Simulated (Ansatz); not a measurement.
What does this script print? It uses Ansatz 0.2.0, Python API.

The script, `bend.py`:
```python
"""Bending curve of CH4AlFSe."""

import warnings

import ansatz as az
from ase import Atoms

BASIS = "def2-SVP"
XC = "pbe0"
FMAX = 0.02
METHOD = "MP2"


def main() -> None:
    warnings.simplefilter("ignore", az.DeckWarning)

    atoms = Atoms(["C", "Se", "Al", "F", "H", "H", "H", "H"], positions=[
        [-0.9877, 0.7687, 0.5297],
        [-0.9947, -0.124, -1.1896],
        [1.1388, -1.0712, -0.7405],
        [2.7391, -0.1683, -1.1924],
        [-1.9837, 1.3744, 0.5785],
        [-0.9817, 0.0985, 1.3498],
        [-0.1573, 1.5238, 0.588],
        [1.3192, -2.4591, 0.0207],
    ])

    # relax first, so that the scan starts from a minimum
    first = (
        az.Crystal.molecule_from_ase(atoms).calculation()
        .basis(gaussian=BASIS)
        .functional(XC)
        .relax(force_tolerance=FMAX, max_steps=80)  # relax until the tolerances are met
    )
    atoms.positions = first.run(threads=1, backend="cpu").report["positions_ang"]

    rows = []
    for angle in [85, 95, 105, 115, 125, 140, 160]:
        bent = atoms.copy()
        bent.set_angle(0, 1, 2, angle, indices=[2, 3, 7])
        model = az.Crystal.molecule_from_ase(bent).calculation()
        model = model.basis(gaussian=BASIS)
        model = model.correlation(METHOD)
        rows.append((angle, model.run(threads=1, backend="cpu").report["free_energy_ev"]))
    floor = min(e for _, e in rows)
    for angle, e in rows:
        print(f"angle C0-Se1-Al2 = {angle:3d} deg   {1000 * (e - floor):9.1f} meV")


if __name__ == "__main__":
    main()
```

```console
$ python bend.py
angle C0-Se1-Al2 =  85 deg       114.7 meV
angle C0-Se1-Al2 =  95 deg         0.0 meV
angle C0-Se1-Al2 = 105 deg        30.5 meV
angle C0-Se1-Al2 = 115 deg       157.2 meV
angle C0-Se1-Al2 = 125 deg       357.6 meV
angle C0-Se1-Al2 = 140 deg       748.4 meV
angle C0-Se1-Al2 = 160 deg      1275.1 meV
```

The scan is rigid, and the energies are electronic, in a modest basis. The zero is the lowest point of the grid, which needn't be the minimum. The start is relaxed with a density functional and scanned with the wavefunction method, so it isn't exactly that method's minimum. Wall time of the script: 3.1 min on 1 thread of Arm Neoverse V1 (shared host), peak memory 0.29 GiB.

(A comment or docstring line of the script was reworded after the run, the code is as it ran.)
